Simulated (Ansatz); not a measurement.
# Sn2TeSe: the cost of one run

Computed with Ansatz 0.2.0 (plane waves, PAW, unless a step's input says otherwise).

1 further run of the same task is left out (it didn't finish).

### 1 The starting structure

The structure is trigonal, space group R-3m (No. 166). The conventional cell has a = 4.382 Å, b = 4.382 Å, c = 21.373 Å, α = 90.00°, β = 90.00°, γ = 120.00°. Around Se (site symmetry -3m) lie 6 Sn at 3.03 Å. Te (site symmetry -3m) is surrounded by 6 Sn at 3.16 Å. Around Sn (site symmetry 3m) lie 3 Se at 3.03 Å and 3 Te at 3.16 Å.

As a file:

```cif
data_structure
_symmetry_space_group_name_H-M 'R-3m:H'
_symmetry_Int_Tables_number 166
_cell_length_a 4.3824
_cell_length_b 4.3824
_cell_length_c 21.3726
_cell_angle_alpha 90.000
_cell_angle_beta 90.000
_cell_angle_gamma 120.000
_cell_volume 355.47
loop_
_atom_site_label
_atom_site_type_symbol
_atom_site_symmetry_multiplicity
_atom_site_Wyckoff_symbol
_atom_site_fract_x
_atom_site_fract_y
_atom_site_fract_z
_atom_site_occupancy
Se1 Se 3 a 0.00000 0.00000 0.00000 1
Te1 Te 3 b 0.66667 0.33333 0.83333 1
Sn1 Sn 6 c 0.33333 0.66667 0.92220 1
```

Cell and atoms come from an earlier r2SCAN relaxation. No run includes spin-orbit coupling, which matters for Sn, Te.

### 2 PBE, anion s p, 4×4×4

File input.yaml:

```yaml
crystal:
  lattice:
    - [2.191187128, 1.2650824782, 7.1242022468]
    - [-2.191187128, 1.2650824782, 7.1242022468]
    - [0.0, -2.5301649564, 7.1242022468]
  atoms:
    - { symbol: Se, position: [1.0, 0.0, 0.0] }
    - { symbol: Te, position: [0.5, 0.5, 0.5] }
    - { symbol: Sn, position: [0.2555289089, 0.2555289089, 0.2555289089] }
    - { symbol: Sn, position: [0.7444710911, 0.7444710911, 0.7444710911] }
kpoints:
  mp_grid: { grid: [6, 6, 6] }
  band_path:
    path:
      - [[0.0, 0.0, 0.0], [0.5, 0.5, 0.5], [0.8123113376671, 0.1876886623329, 0.5]]
      - [[0.5, -0.1876886623329, 0.1876886623329], [0.5, 4.109399164719e-17, -4.953940878666e-17], [0.0, 0.0, 0.0], [0.3438443311664, -0.3438443311664, -6.877447671224e-17]]
      - [[0.6561556688336, 5.68276603544e-17, 0.3438443311664], [0.5, 1.769041990469e-17, 0.5], [0.0, 0.0, 0.0]]
    npoints: 10
hamiltonian:
  xc: pbe
scf:
  occupations: { method: fermi_dirac, width: 0.02 }
  n_extra_bands: 6
output:
  forces: false
  stress: false
  eigenvalues: true
  wannier:
    kmesh: [4, 4, 4]
    projections: [{ species: Se, l: s, shell: 4 }, { species: Se, l: p, shell: 4 }]
    minimise: true
    write_hr: true
    conv_tol: 1.0e-08
    max_iter: 3000
```

Started as:

```sh
$ ansatz run input.yaml --threads 4 --pin off --max-ram 3686MiB --backend cpu --events-out ev --progress --plain --runs-dir out
```

**Question.** How long does this run take on 4 threads of Arm Neoverse V2, shared host, and how much memory does it need?

About 4.2 s, with a peak of 0.48 GiB.
